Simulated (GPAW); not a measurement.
The system is Ti3S2.

```
Ti S
1.0
     2.71311    1.56642    3.23762
    -2.71311    1.56642    3.23762
     0.00000   -3.13283    3.23762
Ti S
3 2
Direct
  0.00000 0.33565 0.66434
  0.66434 0.00000 0.33565
  0.33565 0.66434 0.00000
  0.16784 0.16784 0.16784
  0.83216 0.83216 0.83216
```

The cell comes from a database or a generator and needn't be the stable form of this composition.

Base run:

```yaml
Program: GPAW 26.7.0
Functional: PBEsol
Potentials_or_basis: PAW data sets generated in the run's folder for this functional
Cutoff: 600 eV
Basis: pw
k_mesh: 6 × 6 × 6
Occupations: fermi-dirac, width 0.05 eV
Spin: no spin polarisation
Hubbard_terms: Ti d U = 4 eV
```

Its results: pressure -0.6 GPa; largest force 0.052 eV/Å.

Problem. The run is repeated on the same cell with these changes: hubbard terms from Ti d U = 4 eV to Ti d U = 1 eV. What comes out?

Solution. Pressure -3.5 GPa; largest force 0.016 eV/Å.

Caveats: U without spin polarisation on a metal has little footing.

Not every run made on this cell is shown here.
